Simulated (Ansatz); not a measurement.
# CH3F2ISi: the cost of one run

Program: Ansatz 0.2.0, Gaussian basis. Level of theory: the settings change from run to run. These are calculated values, not measurements.

### 1 The geometry

The geometry comes from an earlier relaxation with PBE0-D4 in a triple-zeta def2 set; it is a stationary point, not always the lowest conformer. I takes a core potential in def2 sets; no spin-orbit term is included.

SMILES `C[Si](F)(F)I`, 8 atoms, charge 0, spin multiplicity 1.

Atoms are counted from 1 here; the program's logs count them from 0.

Bond lengths: C1–Si2 1.836 Å, C1–H6 1.093 Å, C1–H7 1.091 Å, C1–H8 1.091 Å, Si2–F3 1.585 Å, Si2–F4 1.585 Å, Si2–I5 2.419 Å. Angles: Si2–C1–H6 109.7°, Si2–C1–H7 110.4°, Si2–C1–H8 110.4°, H6–C1–H7 108.8°, H6–C1–H8 108.8°, H7–C1–H8 108.6°, C1–Si2–F3 110.5°, C1–Si2–F4 110.5°, C1–Si2–I5 113.1°, F3–Si2–F4 106.4°, F3–Si2–I5 108.0°, F4–Si2–I5 108.0°.

As a file:

| atom | x (Å) | y (Å) | z (Å) |
| --- | --- | --- | --- |
| C1 | -0.71503 | -0.43312 | 0.59957 |
| Si2 | 0.62324 | 0.18229 | -0.49625 |
| F3 | 2.04276 | -0.22585 | 0.07765 |
| F4 | 0.51444 | -0.48010 | -1.93165 |
| I5 | 0.59270 | 2.58457 | -0.77707 |
| H6 | -0.65045 | -1.52087 | 0.68560 |
| H7 | -0.62335 | 0.00526 | 1.59477 |
| H8 | -1.69220 | -0.16918 | 0.19157 |

### 2 B97/def2-TZVPP

Options: multiplicity 3, a grid of angular degree 11.

in.yaml reads:

```yaml
crystal:
  periodic: [false, false, false]
  atoms:
    - {symbol: C, position_ang: [-0.715029, -0.433123, 0.599569]}
    - {symbol: Si, position_ang: [0.623242, 0.182285, -0.496247]}
    - {symbol: F, position_ang: [2.042757, -0.225848, 0.077651]}
    - {symbol: F, position_ang: [0.514439, -0.480098, -1.931645]}
    - {symbol: I, position_ang: [0.592697, 2.584573, -0.777068]}
    - {symbol: H, position_ang: [-0.650452, -1.520872, 0.685604]}
    - {symbol: H, position_ang: [-0.623354, 0.005260, 1.594767]}
    - {symbol: H, position_ang: [-1.692199, -0.169177, 0.191570]}
basis:
  gaussian: {orbitals: def2-TZVPP, final_grid: {core_spheres: 5, valence_spheres: 4, degree: 11}}
magnetization: {spin_polarized: true, initial_magnetization: 2}
hamiltonian: {xc: {name: B97}}
output: {forces: true}
```

Command:

```sh
ansatz run in.yaml --threads 4 --pin off --events-out ev --progress --plain --max-ram 10444MiB
```

Q: Estimate wall time and peak memory on 4 threads of AMD EPYC 9B45, shared host.

About 17 s, with a peak of 1.1 GiB.
